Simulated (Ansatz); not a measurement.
# C2H4BClO: the cost of one run

Method: RHF/def2-SVP, in Ansatz 0.2.0.

## (1) Starting point

Bond lengths: B1–C2 1.569 Å, C2–O3 1.196 Å, C2–C4 1.422 Å, C4–Cl5 1.814 Å, B1–H6 1.160 Å, B1–H7 1.198 Å, C4–H8 1.117 Å, C4–H9 1.154 Å. Angles: B1–C2–O3 118.7°, B1–C2–C4 122.1°, O3–C2–C4 119.3°, C2–B1–H6 122.5°, C2–B1–H7 118.9°, H6–B1–H7 117.9°, C2–C4–Cl5 111.3°, C2–C4–H8 112.6°, C2–C4–H9 112.6°, Cl5–C4–H8 106.2°, Cl5–C4–H9 104.6°, H8–C4–H9 109.0°.

Structure file:

```xyz
9

B     1.1944    0.4473   -0.8398
C     0.4115   -0.0040    0.4430
O     0.9540    0.0810    1.5057
C    -0.9146   -0.5129    0.3779
Cl   -2.1397    0.8179    0.5109
H     2.2454    0.9357   -0.7885
H     0.6261    0.4487   -1.8942
H    -1.1274   -1.0360   -0.5855
H    -1.1613   -1.2238    1.2533
```

## (2) End point A

input.yaml

```yaml
crystal:
  periodic: [false, false, false]
  atoms:
    - { symbol: B, position_ang: [1.1944, 0.4473, -0.8398] }
    - { symbol: C, position_ang: [0.4115, -0.004, 0.443] }
    - { symbol: O, position_ang: [0.954, 0.081, 1.5057] }
    - { symbol: C, position_ang: [-0.9146, -0.5129, 0.3779] }
    - { symbol: Cl, position_ang: [-2.1397, 0.8179, 0.5109] }
    - { symbol: H, position_ang: [2.2454, 0.9357, -0.7885] }
    - { symbol: H, position_ang: [0.6261, 0.4487, -1.8942] }
    - { symbol: H, position_ang: [-1.1274, -1.036, -0.5855] }
    - { symbol: H, position_ang: [-1.1613, -1.2238, 1.2533] }
basis:
  gaussian: { orbitals: def2-SVP }
hamiltonian:
  xc: hf
relax:
  f_tol: 0.015
  max_steps: 40
output:
  orbitals: {}
```

Run with:

```sh
ansatz run input.yaml --threads 1 --pin off --max-ram 2048MiB --backend cpu --events-out ev --progress --plain --runs-dir out
```

**Question.** How long does this run take on 1 thread of Arm Neoverse V1, shared host, and how much memory does it need?

About 53 s, with a peak of 0.17 GiB.
